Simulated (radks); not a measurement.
# Polarisabilities and dispersion coefficients of Tb, Tb⁺, Tb²⁺ and others

Aim: static dipole polarisabilities and C6 coefficients, each species in its NIST ground configuration. After each ground state the linear response is solved; its values go to the run's result record, not to the log. Response by self-consistent Sternheimer equations with the Hartree and adiabatic LDA kernel, the relativistic mass of each level held fixed and spin-orbit coupling left out.

Method: scalar-relativistic Kohn-Sham, LDA (Slater exchange, Perdew-Wang correlation), spin-polarised, spherical densities, finite nucleus; open shells are filled with parallel spins first. Code: radks (a radial shooting solver on a logarithmic mesh, Libxc functionals) version 1.

## Step 1: The system

```
species : Tb ([Xe] 4f9 6s2), Tb⁺ ([Xe] 4f9 6s1), Tb²⁺ ([Xe] 4f9), Tb³⁺ ([Xe] 4f8), Tb⁴⁺ ([Xe] 4f7), Tb⁵⁺ ([Kr] 4d10 4f7 5s2 5p5), Tb⁶⁺ ([Kr] 4d10 4f8 5s2 5p3)
```

## Step 2: Tb, [Xe] 4f9 6s2

The run's settings:

```text
Z 65
configuration [Xe] 4f9 6s2
relativity scalar-relativistic
functional lda,pw
spin polarised
nucleus finite rms 5.06 fm
c 137.035999084
response adiabatic LDA kernel
```

## Step 3: Tb⁺, [Xe] 4f9 6s1

Settings, as their differences from step 2:

```diff
@@ -1,3 +1,3 @@
 Z 65
-configuration [Xe] 4f9 6s2
+configuration [Xe] 4f9 6s1
 relativity scalar-relativistic
```

## Step 4: Tb²⁺, [Xe] 4f9

Settings, as their differences from step 3:

```diff
@@ -1,3 +1,3 @@
 Z 65
-configuration [Xe] 4f9 6s1
+configuration [Xe] 4f9
 relativity scalar-relativistic
```

## Step 5: Tb³⁺, [Xe] 4f8

Settings, as their differences from step 4:

```diff
@@ -1,3 +1,3 @@
 Z 65
-configuration [Xe] 4f9
+configuration [Xe] 4f8
 relativity scalar-relativistic
```

## Step 6: Tb⁴⁺, [Xe] 4f7

Settings, as their differences from step 5:

```diff
@@ -1,3 +1,3 @@
 Z 65
-configuration [Xe] 4f8
+configuration [Xe] 4f7
 relativity scalar-relativistic
```

## Step 7: Tb⁵⁺, [Kr] 4d10 4f7 5s2 5p5

Settings, as their differences from step 6:

```diff
@@ -1,3 +1,3 @@
 Z 65
-configuration [Xe] 4f7
+configuration [Kr] 4d10 4f7 5s2 5p5
 relativity scalar-relativistic
```

## Step 8: Tb⁶⁺, [Kr] 4d10 4f8 5s2 5p3

Settings, as their differences from step 7:

```diff
@@ -1,3 +1,3 @@
 Z 65
-configuration [Kr] 4d10 4f7 5s2 5p5
+configuration [Kr] 4d10 4f8 5s2 5p3
 relativity scalar-relativistic
```

Q: Predict the outcome of this session. Wanted: for each run, species; −ε(HOMO); α; α uncoupled; C6; recommended α.

As calculated:

```
species  −ε(HOMO) (eV)  α (bohr³)  α uncoupled (bohr³)  C6 (hartree bohr⁶)  recommended α (bohr³)
     Tb          1.187      150.0                115.9                2260                    170
    Tb⁺          7.501      65.80                108.8               544.5                      -
   Tb²⁺         15.033      9.809                24.87               48.67                      -
   Tb³⁺         31.788      5.607                10.73               30.63                      -
   Tb⁴⁺         56.823      4.241                7.533               21.51                      -
   Tb⁵⁺         73.586      3.510                6.158               15.81                      -
   Tb⁶⁺         79.267      2.999                5.361               11.52                      -
```

**Reading.** Uncoupled leaves out the potential induced by the response; C6 and C8 are for like pairs. Tb is the most polarisable and Tb⁶⁺ the least, a factor 50.0 apart. For the pair Tb–Tb⁶⁺ the Casimir-Polder integral gives C6 = 94.86, the rule 2·Ca·Cb/(Ca·αb/αa + Cb·αa/αb) on the like-pair values 83.79. Against the recommended values (Schwerdtfeger and Nagle, 2023 table) the misses are Tb -12 %. For heavy and open-shell atoms this level can miss by tens of per cent.
